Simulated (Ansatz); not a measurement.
# MgTl: the cost of one run

Program: Ansatz 0.2.0. Level of theory: DFT LDA, scalar-relativistic. These are calculated values, not measurements.

### Step 1. Starting point

Symmetry: Pm-3m, No. 221, cubic system. The conventional cell has a = 3.635 Å, b = 3.635 Å, c = 3.635 Å, α = 90.00°, β = 90.00°, γ = 90.00°. Mg (site symmetry m-3m) has 8 Tl at 3.15 Å as nearest neighbours. Around Tl (site symmetry m-3m) lie 8 Mg at 3.15 Å.

Structure file:

```xyz
2
Lattice="3.6350 0.0000 0.0000 0.0000 3.6350 0.0000 0.0000 0.0000 3.6350" Properties=species:S:1:pos:R:3 pbc="T T T"
Mg    0.0000    0.0000    0.0000
Tl    1.8175    1.8175    1.8175
```

Atoms are numbered in the order of the input: Mg1, Tl2.

### Step 2. The deformed structure

Space group Pm-3m before, P4/mmm after.

### Step 3. LAPW, all electrons

input.yaml

```yaml
crystal:
  lattice:
    - [3.635, 0.0, 0.0]
    - [0.0, 3.635, 0.0]
    - [0.0, 0.0, 3.7077]
  atoms:
    - { symbol: Mg, position: [0.0, 0.0, 0.0] }
    - { symbol: Tl, position: [0.5, 0.5, 0.5] }
kpoints:
  mp_grid: { grid: [9, 9, 9] }
  band_path:
    path:
      - [0.0, 0.0, 0.0]
      - [0.0, 0.5, 0.0]
      - [0.5, 0.5, 0.0]
      - [0.0, 0.0, 0.0]
      - [0.0, 0.0, 0.5]
      - [0.0, 0.5, 0.5]
      - [0.5, 0.5, 0.5]
      - [0.0, 0.0, 0.5]
      - [0.0, 0.5, 0.0]
    npoints: 5
scf:
  occupations: { method: fermi_dirac, width: 0.05 }
hamiltonian:
  xc: lda
  pseudopotentials: { kind: all_electron, lapw: { basis_error: 0.0005 } }
output:
  forces: true
  stress: true
  eigenvalues: true
```

Run with:

```sh
ansatz run input.yaml --threads 1 --pin off --max-ram 3072MiB --backend cpu --events-out ev --progress --plain --runs-dir out
```

What time and memory should one allow on 1 thread of Intel Xeon Platinum 8488C (Sapphire Rapids), shared host?

About 15 s, with a peak of 0.41 GiB.
